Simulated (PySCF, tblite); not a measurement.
# C6H11F: a rotation path, then NMR shifts on frames, part 2 of 2

tblite 0.8.0 and PySCF 2.14.0. Atoms count from 0. Earlier steps stand in the parts before.

### Step 5. Nuclear shieldings: image 4, PBE0/pcSseg-1

Job settings and geometry (Å):

```
{"job": {"kind": "nmr", "xc": "PBE0", "basis": "pcSseg-1", "pop": false}, "charge": 0, "multiplicity": 1}
C      2.388600    -0.565500     0.681100
C      1.391700    -1.007700    -0.061900
C      0.557700    -0.140900    -0.952100
C     -0.881900     0.104400    -0.431600
C     -1.183200    -0.577000     0.898700
C     -1.196000     1.595100    -0.356500
F     -1.762600    -0.445300    -1.372500
H      2.959200    -1.221300     1.316200
H      2.681100     0.471900     0.680000
H      1.130900    -2.057200    -0.046600
H      1.054900     0.820200    -1.091400
H      0.467000    -0.619300    -1.930600
H     -0.979600    -1.642400     0.843100
H     -2.235100    -0.442700     1.141300
H     -0.574700    -0.138000     1.683700
H     -1.092100     2.049700    -1.338900
H     -2.217200     1.742500    -0.013100
H     -0.517500     2.079700     0.339400
```

With the program's defaults for keys left out, this is: GIAO PBE0/pcSseg-1 NMR shielding, non-relativistic, gas phase.

The log of the run:

```text
coarse grid: 14424 points
cycle   1  E = -334.5295607170  dE =  6.224e-01  |g| = 6.075e-01  |ddm| = 3.540e+00
cycle   2  E = -334.5033001405  dE =  2.626e-02  |g| = 7.667e-01  |ddm| = 9.591e-01
cycle   3  E = -334.6053253986  dE = -1.020e-01  |g| = 8.861e-02  |ddm| = 5.386e-01
cycle   4  E = -334.6067304853  dE = -1.405e-03  |g| = 2.880e-02  |ddm| = 8.012e-02
cycle   5  E = -334.6068985281  dE = -1.680e-04  |g| = 6.080e-03  |ddm| = 2.679e-02
cycle   6  E = -334.6069047803  dE = -6.252e-06  |g| = 3.202e-03  |ddm| = 6.390e-03
cycle   7  E = -334.6069073066  dE = -2.526e-06  |g| = 3.816e-04  |ddm| = 2.571e-03
final grid: 137944 points
cycle   8  E = -334.6575805481  dE = -5.910e-05  |g| = 9.356e-03  |ddm| = 3.736e-02
cycle   9  E = -334.6575719009  dE =  8.647e-06  |g| = 1.168e-02  |ddm| = 1.655e-02
cycle  10  E = -334.6576018186  dE = -2.992e-05  |g| = 1.582e-03  |ddm| = 8.972e-03
cycle  11  E = -334.6576022307  dE = -4.121e-07  |g| = 2.742e-04  |ddm| = 1.211e-03
cycle  12  E = -334.6576022424  dE = -1.168e-08  |g| = 1.138e-04  |ddm| = 2.577e-04
cycle  13  E = -334.6576022454  dE = -2.968e-09  |g| = 3.729e-05  |ddm| = 1.185e-04
cycle  14  E = -334.6576022457  dE = -3.278e-10  |g| = 4.665e-06  |ddm| = 3.309e-05
converged SCF energy = -334.6576022457

GIAO shielding tensors (ppm)
atom      isotropic    diamagn.    paramagn.     s11        s22        s33       span
  0 C       63.892     254.567    -190.675    -47.160     82.631    156.204    203.364
  1 C       41.355     257.627    -216.272    -84.712     42.593    166.184    250.896
  2 C      136.691     248.835    -112.143    119.730    129.099    161.245     41.515
  3 C       90.344     244.437    -154.093     61.448     63.391    146.194     84.746
  4 C      158.399     249.705     -91.306    145.559    154.089    175.549     29.990
  5 C      153.547     249.570     -96.022    131.518    145.703    183.420     51.902
  6 F      325.174     476.465    -151.291    260.894    349.365    365.263    104.369
  7 H       26.417      29.199      -2.781     23.463     25.387     30.402      6.939
  8 H       26.504      31.964      -5.460     22.942     25.762     30.809      7.867
  9 H       25.240      32.243      -7.003     22.470     24.885     28.366      5.895
 10 H       29.426      33.077      -3.651     25.738     29.676     32.864      7.126
 11 H       28.706      31.054      -2.348     25.342     28.332     32.444      7.102
 12 H       30.156      31.696      -1.540     25.688     29.383     35.397      9.709
 13 H       30.420      30.491      -0.072     26.775     28.645     35.839      9.064
 14 H       30.759      32.098      -1.339     27.270     29.449     35.558      8.287
 15 H       30.017      30.410      -0.392     26.753     27.974     35.324      8.571
 16 H       30.294      30.239       0.055     26.429     28.510     35.942      9.513
 17 H       30.736      31.635      -0.899     27.402     28.972     35.835      8.433
```

Run time: 24 s. Hardware: 1 thread, shared host.

This run: δ C1 145.6, C0 123.0, C3 96.6, C2 50.2, H9 6.48, H7 5.30 ppm.

### Step 6. Shielding tensors: image 6, PBE0/pcSseg-1

Job settings and geometry (Å):

```
{"job": {"kind": "nmr", "xc": "PBE0", "basis": "pcSseg-1", "pop": false}, "charge": 0, "multiplicity": 1}
C      2.344400    -0.893600     0.677700
C      1.394900    -1.072300    -0.221200
C      0.629900     0.049200    -0.850100
C     -0.837700     0.121500    -0.377000
C     -1.035900    -0.372400     1.051300
C     -1.396200     1.530600    -0.550300
F     -1.583400    -0.722200    -1.207300
H      2.866800    -1.716600     1.134000
H      2.643300     0.093600     0.992100
H      1.103600    -2.068300    -0.526500
H      1.119300     0.997500    -0.625300
H      0.611600    -0.082700    -1.935300
H     -0.636200    -1.376200     1.167000
H     -2.098400    -0.393700     1.282800
H     -0.529300     0.290300     1.746100
H     -1.323700     1.841600    -1.589500
H     -2.441500     1.553800    -0.252000
H     -0.840300     2.226100     0.071700
```

Level: GIAO PBE0/pcSseg-1 NMR shielding, non-relativistic, gas phase.

The log of the run:

```text
coarse grid: 14424 points
cycle   1  E = -334.5341555495  dE =  6.272e-01  |g| = 6.054e-01  |ddm| = 3.524e+00
cycle   2  E = -334.5081788937  dE =  2.598e-02  |g| = 7.633e-01  |ddm| = 9.741e-01
cycle   3  E = -334.6097221324  dE = -1.015e-01  |g| = 8.892e-02  |ddm| = 5.506e-01
cycle   4  E = -334.6111273207  dE = -1.405e-03  |g| = 2.813e-02  |ddm| = 7.921e-02
cycle   5  E = -334.6112881474  dE = -1.608e-04  |g| = 5.053e-03  |ddm| = 2.584e-02
cycle   6  E = -334.6112919125  dE = -3.765e-06  |g| = 2.956e-03  |ddm| = 5.581e-03
final grid: 137944 points
cycle   7  E = -334.6612160301  dE = -5.142e-05  |g| = 1.042e-02  |ddm| = 3.673e-02
cycle   8  E = -334.6611888819  dE =  2.715e-05  |g| = 1.506e-02  |ddm| = 2.070e-02
cycle   9  E = -334.6612429026  dE = -5.402e-05  |g| = 1.993e-03  |ddm| = 1.236e-02
cycle  10  E = -334.6612438229  dE = -9.203e-07  |g| = 2.706e-04  |ddm| = 1.548e-03
cycle  11  E = -334.6612438366  dE = -1.372e-08  |g| = 1.539e-04  |ddm| = 3.289e-04
cycle  12  E = -334.6612438408  dE = -4.212e-09  |g| = 2.665e-05  |ddm| = 1.189e-04
cycle  13  E = -334.6612438409  dE = -1.278e-10  |g| = 4.550e-06  |ddm| = 2.756e-05
converged SCF energy = -334.6612438409

GIAO shielding tensors (ppm)
atom      isotropic    diamagn.    paramagn.     s11        s22        s33       span
  0 C       62.755     254.425    -191.670    -49.921     82.452    155.733    205.653
  1 C       41.092     256.996    -215.904    -84.355     40.610    167.022    251.378
  2 C      136.165     249.383    -113.217    121.012    130.128    157.356     36.344
  3 C       91.179     244.184    -153.005     62.696     63.749    147.093     84.398
  4 C      157.542     250.045     -92.503    148.300    150.275    174.051     25.751
  5 C      154.959     248.925     -93.966    133.191    145.971    185.717     52.525
  6 F      340.660     477.483    -136.823    287.506    355.029    379.446     91.941
  7 H       26.294      29.047      -2.753     23.209     25.417     30.255      7.046
  8 H       26.446      31.964      -5.519     22.636     25.848     30.853      8.217
  9 H       25.283      31.946      -6.662     22.394     25.028     28.428      6.034
 10 H       29.733      33.430      -3.696     25.580     30.132     33.488      7.908
 11 H       28.796      31.386      -2.590     25.833     28.192     32.363      6.529
 12 H       30.046      31.882      -1.836     25.166     30.285     34.687      9.521
 13 H       30.371      30.761      -0.390     26.899     28.521     35.693      8.794
 14 H       31.044      32.222      -1.178     28.004     28.715     36.413      8.409
 15 H       29.999      30.115      -0.116     26.579     28.043     35.376      8.797
 16 H       30.148      29.950       0.197     26.423     28.248     35.773      9.351
 17 H       30.902      31.114      -0.212     27.412     28.873     36.420      9.008
```

Run time: 23 s. Hardware: 1 thread, shared host.

Key values: δ C1 145.8, C0 124.2, C3 95.7, C2 50.8, H9 6.43, H7 5.42 ppm.

### Step 7. NMR shieldings: image 8, PBE0/pcSseg-1

Job settings and geometry (Å):

```
{"job": {"kind": "nmr", "xc": "PBE0", "basis": "pcSseg-1", "pop": false}, "charge": 0, "multiplicity": 1}
C      2.431700    -1.143500     0.526300
C      1.398900    -1.067500    -0.290700
C      0.685800     0.202100    -0.633200
C     -0.812600     0.139100    -0.297800
C     -1.053300    -0.177800     1.173200
C     -1.524400     1.418100    -0.725100
F     -1.365900    -0.905400    -1.044300
H      2.919700    -2.078100     0.743100
H      2.838300    -0.269300     1.009000
H      1.002300    -1.954100    -0.766700
H      1.127500     1.043200    -0.097700
H      0.782000     0.383100    -1.707700
H     -0.574900    -1.118900     1.433000
H     -2.120200    -0.263700     1.364500
H     -0.641900     0.611100     1.795900
H     -1.373900     1.593500    -1.787700
H     -2.591700     1.329200    -0.538000
H     -1.136200     2.265100    -0.167600
```

Level: GIAO PBE0/pcSseg-1 NMR shielding, non-relativistic, gas phase.

The log of the run:

```text
coarse grid: 14424 points
cycle   1  E = -334.5381647281  dE =  6.288e-01  |g| = 6.017e-01  |ddm| = 3.529e+00
cycle   2  E = -334.5130704167  dE =  2.509e-02  |g| = 7.563e-01  |ddm| = 9.828e-01
cycle   3  E = -334.6131362379  dE = -1.001e-01  |g| = 8.980e-02  |ddm| = 5.604e-01
cycle   4  E = -334.6145604778  dE = -1.424e-03  |g| = 2.760e-02  |ddm| = 7.963e-02
cycle   5  E = -334.6147149318  dE = -1.545e-04  |g| = 4.693e-03  |ddm| = 2.534e-02
cycle   6  E = -334.6147180185  dE = -3.087e-06  |g| = 2.818e-03  |ddm| = 5.237e-03
final grid: 137944 points
cycle   7  E = -334.6656005295  dE = -4.696e-05  |g| = 1.039e-02  |ddm| = 3.346e-02
cycle   8  E = -334.6655749988  dE =  2.553e-05  |g| = 1.482e-02  |ddm| = 2.052e-02
cycle   9  E = -334.6656270265  dE = -5.203e-05  |g| = 2.013e-03  |ddm| = 1.225e-02
cycle  10  E = -334.6656279705  dE = -9.440e-07  |g| = 2.593e-04  |ddm| = 1.562e-03
cycle  11  E = -334.6656279830  dE = -1.247e-08  |g| = 1.468e-04  |ddm| = 3.113e-04
cycle  12  E = -334.6656279868  dE = -3.817e-09  |g| = 2.283e-05  |ddm| = 1.148e-04
cycle  13  E = -334.6656279869  dE = -9.095e-11  |g| = 4.100e-06  |ddm| = 2.497e-05
converged SCF energy = -334.6656279869

GIAO shielding tensors (ppm)
atom      isotropic    diamagn.    paramagn.     s11        s22        s33       span
  0 C       63.225     253.969    -190.745    -50.129     83.015    156.788    206.917
  1 C       41.981     255.571    -213.590    -82.531     42.252    166.222    248.753
  2 C      135.673     250.526    -114.853    119.102    132.812    155.105     36.004
  3 C       91.323     244.703    -153.379     62.951     64.008    147.011     84.060
  4 C      159.702     249.859     -90.157    143.526    153.026    182.553     39.027
  5 C      156.227     248.129     -91.902    139.925    141.374    187.381     47.457
  6 F      354.745     478.223    -123.478    333.667    347.983    382.585     48.919
  7 H       26.257      28.802      -2.545     23.145     25.279     30.348      7.203
  8 H       26.354      31.686      -5.332     22.660     25.767     30.633      7.972
  9 H       25.218      31.877      -6.659     22.143     24.178     29.332      7.189
 10 H       29.896      33.905      -4.009     26.520     29.661     33.505      6.985
 11 H       28.962      32.066      -3.104     25.267     29.025     32.595      7.328
 12 H       29.840      31.597      -1.757     25.168     30.054     34.299      9.131
 13 H       30.375      30.706      -0.332     26.865     28.358     35.901      9.036
 14 H       31.091      31.960      -0.869     27.891     28.504     36.877      8.986
 15 H       30.160      30.188      -0.028     26.527     28.258     35.693      9.165
 16 H       30.076      29.711       0.365     26.410     28.081     35.737      9.327
 17 H       30.758      30.614       0.144     27.251     28.630     36.393      9.142
```

It took 21 s on 1 thread, shared host.

This run: δ C1 144.9, C0 123.7, C3 95.6, C2 51.3, H9 6.50, H7 5.46 ppm.

### Step 8. Run by run: NMR shifts

Shifts (ppm) of some atoms, chosen among heavy atoms and hydrogens apart, with basis size and wall time:

```csv
frame,C0,C2,C4,C5,H10,H17,F6,functions,time
image 0,126.1,52.2,27.9,27.3,2.42,1.40,-168.1,174,40 s
image 2,123.2,50.5,27.6,29.6,2.36,1.22,-157.7,174,26 s
image 4,123.0,50.2,28.5,33.4,2.29,0.98,-154.2,174,24 s
image 6,124.2,50.8,29.4,32.0,1.98,0.82,-169.7,174,23 s
image 8,123.7,51.3,27.2,30.7,1.82,0.96,-183.8,174,21 s
```

### Step 9. Results

What follows sums up all 2 parts.

```
                                         quantity                                                                 value
                                          barrier                                    0.129 eV (3.0 kcal/mol) at image 4
                            end to end (GFN2-xTB)                                                              0.007 eV
  13C shifts against TMS (PBE0/pcSseg-1, image 0)                              144.1, 126.1, 96.6, 52.2, 27.9, 27.3 ppm
   1H shifts against TMS (PBE0/pcSseg-1, image 0)  6.10, 5.47, 5.40, 2.66, 2.42, 1.54, 1.42, 1.40, 1.35, 1.24, 1.14 ppm
19F shifts against CFCl3 (PBE0/pcSseg-1, image 0)                                                            -168.1 ppm
            surface potential, 1st and 99th percentile                                                    -1.19 V and 0.81 V
                         range of the shift of F6                                                  -183.8 to -154.2 ppm
```

Along the band the dihedral turns by 118°, and the top (dihedral 0°) lies 3.0 kcal/mol above the start (GFN2-xTB, rough), so at room temperature this motion is fast. Ends this close can change order at a higher level. The top was not checked by a frequency run. Shifts at one fixed geometry are not the observed spectrum, which averages over the motion. In the first frame run (image 0): Shielding is most anisotropic at C1 (span 244 ppm, paramagnetic term -216 ppm). In ppm, F6 moves most: its shift spreads over 29.6 ppm, from -183.8 (image 8) to -154.2 (image 4).
